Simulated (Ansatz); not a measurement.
# HfN: a strain scan

The task, for HfN: strain the cell along the Voigt pattern (1, 0, 0, 0, 0, 0).

Method: DFT PBEsol, scalar-relativistic, plane waves, PAW, in Ansatz 0.2.0.

### 1 Starting point

Symmetry: F-43m, No. 216, cubic system. The conventional cell has a = 4.910 Å, b = 4.910 Å, c = 4.910 Å, α = 90.00°, β = 90.00°, γ = 90.00°. Around Hf (site symmetry -43m) lie 4 N at 2.13 Å. N (site symmetry -43m) has 4 Hf at 2.13 Å as nearest neighbours.

As a file:

```xyz
2
Lattice="0.0000 2.4548 2.4548 2.4548 0.0000 2.4548 2.4548 2.4548 0.0000" Properties=species:S:1:pos:R:3 pbc="T T T"
Hf    0.0000    0.0000    0.0000
N     3.6822    3.6822    3.6822
```

It goes back to an entry of the Materials Project, which need not be the stable form.

No relaxation comes first: the listed cell is the starting point.

### 2 Zero of energy

The reference gives a free energy of -15979.5626 eV, pressure -5.01 GPa, largest force 0.000 eV/Å and gap on the mesh none (metal). It was computed beforehand with the settings of the runs below.

### 3 Setting up a strain scan

The cell is strained by ε times the Voigt pattern (1, 0, 0, 0, 0, 0) (xx, yy, zz, yz, xz, xy; engineering shear), with fractional coordinates fixed (clamped ions). The stress on the pattern is the sum of the stress components weighted by it, tension positive.

### 4 ε = -0.0400

input.yaml

```yaml
crystal:
  lattice:
    - [0.0, 2.454822, 2.454822]
    - [2.35662912, 0.0, 2.454822]
    - [2.35662912, 2.454822, 0.0]
  atoms:
    - { symbol: Hf, position: [0.0, 0.0, 0.0] }
    - { symbol: "N", position: [0.75, 0.75, 0.75] }
basis:
  ecutwfc: 420
kpoints:
  mp_grid: { grid: [16, 16, 16] }
hamiltonian:
  xc: pbesol
scf:
  occupations: { method: gaussian, width: 0.15 }
output:
  forces: true
  stress: true
  eigenvalues: true
```

Started as:

```
$ ansatz run input.yaml --threads 1 --pin off --max-ram 2560MiB --backend cpu --events-out ev --progress --plain --runs-dir out
```

What it wrote, cut to the lines that bear on the results:

```text
Warning: RAYON_NUM_THREADS=1 ignored (pool sized by the plan → 1); use --threads N
[...]
Pseudopotentials: kind: paw
Pseudopotential: Hf, paw, valence charge 26, recommended cutoff 420 eV (normal), Hf.paw.azcp
Pseudopotential: N, paw, valence charge 5, recommended cutoff 420 eV (normal), N.paw.azcp
Functional definition: PBEsol
[...]
Crystal: 2 atoms, lattice volume = 28.403 Å³
Basis set: ecut = 420 eV, 535 PW (Γ), exchange–correlation on 48×48×48 points (8 copies of the dense FFT grid, shifted against one another)
Bands: 20, of which v1, the nominal top of the filled ones, is band 16 counted from 1 (15 counted from 0)
Symmetry: 8 space group operations
Space group: I-4m2 (ITA 119), of the structure as read, at distance tolerance 3.1e-5 Å
k-points: 349 of 4096 (time reversal used)
[...]
SCF iter   1: F=—  HF=-15979.574676 eV  |F-HF|=—  |Δ(HF+E_count)|=         —  Δρ=1.61e-2  dr2=7.76e-2  ethr=1.77e-3  ⟨swp⟩=4.4  Hψ=27039  notcnv=0
[...]
SCF iter   8: F=-15979.556570 eV  HF=-15979.556570 eV  |F-HF|=5.67e-9  |Δ(HF+E_count)|=   1.04e-7  Δρ=4.23e-6  dr2=5.63e-9  ethr=3.23e-10  ⟨swp⟩=5.9  Hψ=28034  notcnv=0
[...]
SCF converged after 8 iterations
Free energy (F): -15979.556570 eV
[...]
E sigma→0 (E₀):  -15979.553053 eV
Entropy (-TS):   -0.007034 eV (-3.517 meV/atom)
Fermi energy:    18.508817 eV
[...]
--- Forces (eV/Å), atoms counted from 1 ---
  atom   1  Hf     0.00000000     0.00000000    -0.00000000
  atom   2  N      0.00000000     0.00000000     0.00000000
[...]
--- Stress (GPa, compression-positive) ---
        6.771596       0.000000       0.000000
        0.000000       1.068029      -0.000000
        0.000000      -0.000000       1.068029
  P = ⅓ Tr σ = 2.9692 GPa (29.692 kbar)
--- Band table (eV; the first three rows and the last of 349) ---
  k-point 0: bands = ["-43.8500", "-12.4361", "-12.4323", "-12.4323", "2.0516", "6.2050", "6.2050", "6.2074", "6.2847", "6.2847", "6.2881", "6.3555", "12.8315", "12.8315", "12.9342", "17.9137", "20.5002", "21.0453", "25.1034", "25.1034"]
[...]
```

It took 18 s on 1 thread of Intel Xeon at 2.70GHz, shared host; peak memory 0.51 GiB.

### 5 At ε = 0.0300

Edit input.yaml of step 4 so:

```diff
@@ -3,4 +3,4 @@
     - [0.0, 2.454822, 2.454822]
-    - [2.35662912, 0.0, 2.454822]
-    - [2.35662912, 2.454822, 0.0]
+    - [2.52846666, 0.0, 2.454822]
+    - [2.52846666, 2.454822, 0.0]
   atoms:
```

Started as:

```
$ ansatz run input.yaml --threads 1 --pin off --max-ram 2560MiB --backend cpu --events-out ev --progress --plain --runs-dir out
```

What it wrote, cut to the lines that bear on the results:

```text
[...]
SCF converged after 8 iterations
Free energy (F): -15979.511794 eV
[...]
E sigma→0 (E₀):  -15979.507934 eV
Entropy (-TS):   -0.007721 eV (-3.860 meV/atom)
Fermi energy:    17.109073 eV
[...]
--- Forces (eV/Å), atoms counted from 1 ---
  atom   1  Hf     0.00000000     0.00000000    -0.00000000
  atom   2  N      0.00000000     0.00000000     0.00000000
[...]
--- Stress (GPa, compression-positive) ---
      -13.216406       0.000000       0.000000
        0.000000      -8.540822       0.000000
        0.000000       0.000000      -8.540822
  P = ⅓ Tr σ = -10.0994 GPa (-100.994 kbar)
--- Band table (eV; the first three rows and the last of 349) ---
  k-point 0: bands = ["-45.4716", "-14.0437", "-14.0437", "-14.0395", "1.0232", "4.5714", "4.5714", "4.5715", "4.6345", "4.6364", "4.6364", "4.7176", "11.7361", "11.8176", "11.8176", "16.3422", "19.0485", "19.4056", "23.1842", "23.6417"]
[...]
```

Wall time 15 s (1 thread of Intel Xeon at 2.70GHz, shared host); peak memory 0.51 GiB.

### 6 At ε = -0.0200

Edit input.yaml of step 5 so:

```diff
@@ -3,4 +3,4 @@
     - [0.0, 2.454822, 2.454822]
-    - [2.52846666, 0.0, 2.454822]
-    - [2.52846666, 2.454822, 0.0]
+    - [2.40572556, 0.0, 2.454822]
+    - [2.40572556, 2.454822, 0.0]
   atoms:
```

Started as:

```
$ ansatz run input.yaml --threads 1 --pin off --max-ram 2560MiB --backend cpu --events-out ev --progress --plain --runs-dir out
```

What it wrote, cut to the lines that bear on the results:

```text
Warning: RAYON_NUM_THREADS=1 ignored (pool sized by the plan → 1); use --threads N
[...]
[... 4 set-up lines as earlier in the session ...]
[...]
Crystal: 2 atoms, lattice volume = 28.995 Å³
Basis set: ecut = 420 eV, 537 PW (Γ), exchange–correlation on 48×48×48 points (8 copies of the dense FFT grid, shifted against one another)
Bands: 20, of which v1, the nominal top of the filled ones, is band 16 counted from 1 (15 counted from 0)
[... 2 set-up lines as earlier in the session ...]
k-points: 349 of 4096 (time reversal used)
[...]
SCF iter   1: F=—  HF=-15979.590538 eV  |F-HF|=—  |Δ(HF+E_count)|=         —  Δρ=1.67e-2  dr2=8.62e-2  ethr=1.77e-3  ⟨swp⟩=4.2  Hψ=26977  notcnv=0
[...]
SCF iter   8: F=-15979.570473 eV  HF=-15979.570473 eV  |F-HF|=3.54e-9  |Δ(HF+E_count)|=   1.18e-7  Δρ=4.64e-6  dr2=6.57e-9  ethr=3.23e-10  ⟨swp⟩=6.0  Hψ=28325  notcnv=0
[...]
SCF converged after 8 iterations
Free energy (F): -15979.570473 eV
[...]
E sigma→0 (E₀):  -15979.566971 eV
Entropy (-TS):   -0.007003 eV (-3.501 meV/atom)
Fermi energy:    18.085856 eV
[...]
--- Forces (eV/Å), atoms counted from 1 ---
  atom   1  Hf     0.00000000     0.00000000    -0.00000000
  atom   2  N      0.00000000     0.00000000     0.00000000
[...]
--- Stress (GPa, compression-positive) ---
        0.778435       0.000000       0.000000
        0.000000      -2.195430       0.000000
        0.000000       0.000000      -2.195430
  P = ⅓ Tr σ = -1.2041 GPa (-12.041 kbar)
--- Band table (eV; the first three rows and the last of 349) ---
  k-point 0: bands = ["-44.3312", "-12.9132", "-12.9111", "-12.9111", "1.7392", "5.7204", "5.7204", "5.7212", "5.7952", "5.7952", "5.7968", "5.8694", "12.5174", "12.5174", "12.5697", "17.4479", "20.1809", "20.4444", "24.6789", "24.6789"]
[...]
```

Run time: 15 s. Hardware: 1 thread of Intel Xeon at 2.70GHz, shared host; peak memory 0.51 GiB.

### 7 ε = 0.0100

Edit input.yaml of step 6 so:

```diff
@@ -3,4 +3,4 @@
     - [0.0, 2.454822, 2.454822]
-    - [2.40572556, 0.0, 2.454822]
-    - [2.40572556, 2.454822, 0.0]
+    - [2.47937022, 0.0, 2.454822]
+    - [2.47937022, 2.454822, 0.0]
   atoms:
```

Started as:

```
$ ansatz run input.yaml --threads 1 --pin off --max-ram 2560MiB --backend cpu --events-out ev --progress --plain --runs-dir out
```

What it wrote, cut to the lines that bear on the results:

```text
Warning: RAYON_NUM_THREADS=1 ignored (pool sized by the plan → 1); use --threads N
[...]
[... 4 set-up lines as earlier in the session ...]
[...]
Crystal: 2 atoms, lattice volume = 29.882 Å³
Basis set: ecut = 420 eV, 577 PW (Γ), exchange–correlation on 48×48×48 points (8 copies of the dense FFT grid, shifted against one another)
Bands: 20, of which v1, the nominal top of the filled ones, is band 16 counted from 1 (15 counted from 0)
[... 2 set-up lines as earlier in the session ...]
k-points: 349 of 4096 (time reversal used)
[...]
SCF converged after 8 iterations
Free energy (F): -15979.550719 eV
[...]
E sigma→0 (E₀):  -15979.547043 eV
Entropy (-TS):   -0.007353 eV (-3.676 meV/atom)
Fermi energy:    17.486548 eV
[...]
--- Forces (eV/Å), atoms counted from 1 ---
  atom   1  Hf     0.00000000     0.00000000    -0.00000000
  atom   2  N      0.00000000     0.00000000     0.00000000
[...]
--- Stress (GPa, compression-positive) ---
       -7.818166       0.000000       0.000000
        0.000000      -6.275475       0.000000
        0.000000       0.000000      -6.275475
  P = ⅓ Tr σ = -6.7897 GPa (-67.897 kbar)
--- Band table (eV; the first three rows and the last of 349) ---
  k-point 0: bands = ["-45.0257", "-13.6012", "-13.6012", "-13.5999", "1.2990", "5.0206", "5.0208", "5.0208", "5.0886", "5.0893", "5.0893", "5.1679", "12.0568", "12.0837", "12.0837", "16.7756", "19.5878", "19.7121", "23.8953", "24.0526"]
[...]
```

It took 25 s on 1 thread of Intel Xeon at 2.70GHz, shared host; peak memory 0.52 GiB.

### 8 ε = 0.0400

Edit input.yaml of step 7 so:

```diff
@@ -3,4 +3,4 @@
     - [0.0, 2.454822, 2.454822]
-    - [2.47937022, 0.0, 2.454822]
-    - [2.47937022, 2.454822, 0.0]
+    - [2.55301488, 0.0, 2.454822]
+    - [2.55301488, 2.454822, 0.0]
   atoms:
@@ -20 +20,5 @@
   eigenvalues: true
+  write_density: true
+  write_potential: true
+  elf: true
+  volumetric_format: npy
```

Started as:

```
$ ansatz run input.yaml --threads 1 --pin off --max-ram 2560MiB --backend cpu --events-out ev --progress --plain --runs-dir out
```

What it wrote, cut to the lines that bear on the results:

```text
[...]
SCF converged after 8 iterations
Free energy (F): -15979.484982 eV
[...]
E sigma→0 (E₀):  -15979.481062 eV
Entropy (-TS):   -0.007839 eV (-3.920 meV/atom)
Fermi energy:    16.926583 eV
[...]
--- Forces (eV/Å), atoms counted from 1 ---
  atom   1  Hf     0.00000000     0.00000000    -0.00000000
  atom   2  N      0.00000000     0.00000000     0.00000000
[...]
--- Stress (GPa, compression-positive) ---
      -15.809239       0.000000       0.000000
        0.000000      -9.559534       0.000000
        0.000000       0.000000      -9.559534
  P = ⅓ Tr σ = -11.6428 GPa (-116.428 kbar)
--- Band table (eV; the first three rows and the last of 349) ---
  k-point 0: bands = ["-45.6893", "-14.2597", "-14.2597", "-14.2538", "0.8902", "4.3520", "4.3520", "4.3524", "4.4129", "4.4154", "4.4154", "4.4977", "11.5813", "11.6910", "11.6910", "16.1293", "18.7888", "19.2542", "22.8370", "23.4385"]
[...]
```

Run time: 23 s. Hardware: 1 thread of Intel Xeon at 2.70GHz, shared host; peak memory 0.51 GiB.

Axes a, b and c in the maps are those of this run's conventional cell (a, b, c = 3.472, 3.472, 5.106 Å).

Density in a lattice plane of the grid's cell (edges 3.47 and 5.11 Å, at 0.000 of the third edge), which holds Hf and N.

Ten even steps from ' ' (0.04 e/Å³) to '@' (35.47 e/Å³):
```
##**--..                  ..--**
--::..                      ..::
                                
                                
                                
                                
                                
                                
                                
                                
                                
                                
                                
                                
                                
                                
                                
--::..                      ..::
##**--..                  ..--**
@@%%==..                  ..==%%
```
Columns run along the first of these edges and rows up along the second, over one cell in 16 and 20 even steps from the bottom left corner. Atoms in the plane (fractional): Hf at (0.00, 0.00), N at (0.50, 0.75).

ELF in the same plane.

Ten even steps from '0' (0.03) to '9' (0.84):
```
9997423676324799
9985247999742589
6642379989973246
1112698535896211
0014897202798410
0025898535898520
0025799989997520
0013678999876310
0001356777653100
0000123444321000
0000122333221000
0001123343321100
0001234555432100
0001245676542100
0000135777531000
1111124676421111
6653112454211356
9997311343113799
9998521232125899
8998521343125899
```
Columns run along the first of these edges and rows up along the second, over one cell in 16 and 20 even steps from the bottom left corner. Atoms in the plane (fractional): Hf at (0.00, 0.00), N at (0.50, 0.75).

Both are smooth fields of the valence electrons: close to the nuclei they are not physical.

The highest ELF values outside the cores: 0.83 in the shell around N, 0.6 Å from N; 0.65 between the atoms, 2.1 Å from Hf.

### 9 ε = -0.0300

Edit input.yaml of step 8 so:

```diff
@@ -3,4 +3,4 @@
     - [0.0, 2.454822, 2.454822]
-    - [2.55301488, 0.0, 2.454822]
-    - [2.55301488, 2.454822, 0.0]
+    - [2.38117734, 0.0, 2.454822]
+    - [2.38117734, 2.454822, 0.0]
   atoms:
@@ -20,5 +20 @@
   eigenvalues: true
-  write_density: true
-  write_potential: true
-  elf: true
-  volumetric_format: npy
```

Started as:

```
$ ansatz run input.yaml --threads 1 --pin off --max-ram 2560MiB --backend cpu --events-out ev --progress --plain --runs-dir out
```

What it wrote, cut to the lines that bear on the results:

```text
[...]
SCF converged after 8 iterations
Free energy (F): -15979.566287 eV
[...]
E sigma→0 (E₀):  -15979.562781 eV
Entropy (-TS):   -0.007013 eV (-3.506 meV/atom)
Fermi energy:    18.294942 eV
[...]
--- Forces (eV/Å), atoms counted from 1 ---
  atom   1  Hf     0.00000000     0.00000000    -0.00000000
  atom   2  N      0.00000000     0.00000000     0.00000000
[...]
--- Stress (GPa, compression-positive) ---
        3.753097       0.000000       0.000000
        0.000000      -0.622493      -0.000000
        0.000000      -0.000000      -0.622493
  P = ⅓ Tr σ = 0.8360 GPa (8.360 kbar)
--- Band table (eV; the first three rows and the last of 349) ---
  k-point 0: bands = ["-44.0925", "-12.6767", "-12.6737", "-12.6737", "1.8934", "5.9608", "5.9608", "5.9623", "6.0380", "6.0380", "6.0404", "6.1105", "12.6718", "12.6718", "12.7496", "17.6788", "20.3399", "20.7420", "24.8903", "24.8903"]
[...]
```

Wall time 17 s (1 thread of Intel Xeon at 2.70GHz, shared host); peak memory 0.51 GiB.

### 10 At ε = 0.0200

Edit input.yaml of step 9 so:

```diff
@@ -3,4 +3,4 @@
     - [0.0, 2.454822, 2.454822]
-    - [2.38117734, 0.0, 2.454822]
-    - [2.38117734, 2.454822, 0.0]
+    - [2.50391844, 0.0, 2.454822]
+    - [2.50391844, 2.454822, 0.0]
   atoms:
```

Started as:

```
$ ansatz run input.yaml --threads 1 --pin off --max-ram 2560MiB --backend cpu --events-out ev --progress --plain --runs-dir out
```

What it wrote, cut to the lines that bear on the results:

```text
[...]
SCF converged after 8 iterations
Free energy (F): -15979.533744 eV
[...]
E sigma→0 (E₀):  -15979.529970 eV
Entropy (-TS):   -0.007550 eV (-3.775 meV/atom)
Fermi energy:    17.295692 eV
[...]
--- Forces (eV/Å), atoms counted from 1 ---
  atom   1  Hf     0.00000000     0.00000000    -0.00000000
  atom   2  N      0.00000000     0.00000000     0.00000000
[...]
--- Stress (GPa, compression-positive) ---
      -10.553160       0.000000       0.000000
        0.000000      -7.448371       0.000000
        0.000000       0.000000      -7.448371
  P = ⅓ Tr σ = -8.4833 GPa (-84.833 kbar)
--- Band table (eV; the first three rows and the last of 349) ---
  k-point 0: bands = ["-45.2504", "-13.8242", "-13.8242", "-13.8216", "1.1595", "4.7942", "4.7943", "4.7943", "4.8597", "4.8610", "4.8610", "4.9409", "11.8946", "11.9487", "11.9487", "16.5576", "19.3149", "19.5583", "23.5372", "23.8469"]
[...]
```

Wall time 15 s (1 thread of Intel Xeon at 2.70GHz, shared host); peak memory 0.51 GiB.

### 11 Point ε = -0.0100

Edit input.yaml of step 10 so:

```diff
@@ -3,4 +3,4 @@
     - [0.0, 2.454822, 2.454822]
-    - [2.50391844, 0.0, 2.454822]
-    - [2.50391844, 2.454822, 0.0]
+    - [2.43027378, 0.0, 2.454822]
+    - [2.43027378, 2.454822, 0.0]
   atoms:
```

Started as:

```
$ ansatz run input.yaml --threads 1 --pin off --max-ram 2560MiB --backend cpu --events-out ev --progress --plain --runs-dir out
```

What it wrote, cut to the lines that bear on the results:

```text
[...]
SCF converged after 8 iterations
Free energy (F): -15979.569202 eV
[...]
E sigma→0 (E₀):  -15979.565677 eV
Entropy (-TS):   -0.007051 eV (-3.526 meV/atom)
Fermi energy:    17.881488 eV
[...]
--- Forces (eV/Å), atoms counted from 1 ---
  atom   1  Hf     0.00000000     0.00000000    -0.00000000
  atom   2  N      0.00000000     0.00000000     0.00000000
[...]
--- Stress (GPa, compression-positive) ---
       -2.146155       0.000000       0.000000
        0.000000      -3.656900       0.000000
        0.000000       0.000000      -3.656900
  P = ⅓ Tr σ = -3.1533 GPa (-31.533 kbar)
--- Band table (eV; the first three rows and the last of 349) ---
  k-point 0: bands = ["-44.5662", "-13.1459", "-13.1448", "-13.1448", "1.5888", "5.4836", "5.4836", "5.4840", "5.5562", "5.5562", "5.5569", "5.6320", "12.3678", "12.3678", "12.3943", "17.2205", "20.0234", "20.1527", "24.4685", "24.4685"]
[...]
```

Run time: 15 s. Hardware: 1 thread of Intel Xeon at 2.70GHz, shared host; peak memory 0.51 GiB.

### 12 Point ε = 0.0350

Edit input.yaml of step 11 so:

```diff
@@ -3,4 +3,4 @@
     - [0.0, 2.454822, 2.454822]
-    - [2.43027378, 0.0, 2.454822]
-    - [2.43027378, 2.454822, 0.0]
+    - [2.54074077, 0.0, 2.454822]
+    - [2.54074077, 2.454822, 0.0]
   atoms:
```

Started as:

```
$ ansatz run input.yaml --threads 1 --pin off --max-ram 2560MiB --backend cpu --events-out ev --progress --plain --runs-dir out
```

What it wrote, cut to the lines that bear on the results:

```text
Warning: RAYON_NUM_THREADS=1 ignored (pool sized by the plan → 1); use --threads N
[...]
[... 4 set-up lines as earlier in the session ...]
[...]
Crystal: 2 atoms, lattice volume = 30.622 Å³
Basis set: ecut = 420 eV, 593 PW (Γ), exchange–correlation on 48×48×48 points (8 copies of the dense FFT grid, shifted against one another)
Bands: 20, of which v1, the nominal top of the filled ones, is band 16 counted from 1 (15 counted from 0)
[... 2 set-up lines as earlier in the session ...]
k-points: 349 of 4096 (time reversal used)
[...]
SCF iter   1: F=—  HF=-15979.524726 eV  |F-HF|=—  |Δ(HF+E_count)|=         —  Δρ=1.82e-2  dr2=1.13e-1  ethr=1.77e-3  ⟨swp⟩=4.2  Hψ=26807  notcnv=0
[...]
SCF iter   8: F=-15979.498987 eV  HF=-15979.498987 eV  |F-HF|=1.06e-8  |Δ(HF+E_count)|=   4.67e-8  Δρ=4.82e-6  dr2=9.53e-9  ethr=3.23e-10  ⟨swp⟩=5.7  Hψ=27240  notcnv=0
[...]
SCF converged after 8 iterations
Free energy (F): -15979.498987 eV
[...]
E sigma→0 (E₀):  -15979.495094 eV
Entropy (-TS):   -0.007788 eV (-3.894 meV/atom)
Fermi energy:    17.017311 eV
[...]
--- Forces (eV/Å), atoms counted from 1 ---
  atom   1  Hf     0.00000000     0.00000000    -0.00000000
  atom   2  N      0.00000000     0.00000000     0.00000000
[...]
--- Stress (GPa, compression-positive) ---
      -14.521297       0.000000       0.000000
        0.000000      -9.059101       0.000000
        0.000000       0.000000      -9.059101
  P = ⅓ Tr σ = -10.8798 GPa (-108.798 kbar)
--- Band table (eV; the first three rows and the last of 349) ---
  k-point 0: bands = ["-45.5809", "-14.1521", "-14.1521", "-14.1471", "0.9563", "4.4613", "4.4613", "4.4615", "4.5232", "4.5254", "4.5254", "4.6072", "11.6584", "11.7538", "11.7538", "16.2354", "18.9178", "19.3297", "23.0105", "23.5400"]
[...]
```

Wall time 14 s (1 thread of Intel Xeon at 2.70GHz, shared host); peak memory 0.52 GiB.

### 13 Results of the scan

The scan, with free energies counted from the undisturbed cell:

```tsv
ε	ΔE (meV/atom)	stress on the pattern (GPa)	pressure (GPa)
-0.0400	3.0	-6.77	3.0
-0.0300	-1.8	-3.75	0.8
-0.0200	-3.9	-0.78	-1.2
-0.0100	-3.3	2.15	-3.2
0.0000	0.0	5.01	-5.0
0.0100	5.9	7.82	-6.8
0.0200	14.4	10.55	-8.5
0.0300	25.4	13.22	-10.1
0.0350	31.8	14.52	-10.9
0.0400	38.8	15.81	-11.6
```

### 14 Results

```
                                  quantity    value
slope of the stress at ε = 0, over ±0.0100  284 GPa
```

From the stress slope, C11 is about 284 GPa with the ions clamped; letting the atoms relax could not make it stiffer. The reference stands under -5.0 GPa, so this is no zero-stress constant. The undisturbed cell is not the lowest point: the energy is 3.9 meV/atom lower at ε = -0.0200; the cell was taken as given and not relaxed at this level. The runs treat Hf without spin-orbit coupling. The final runs have no spin polarisation, so no magnetic state was tried and one may lie lower.
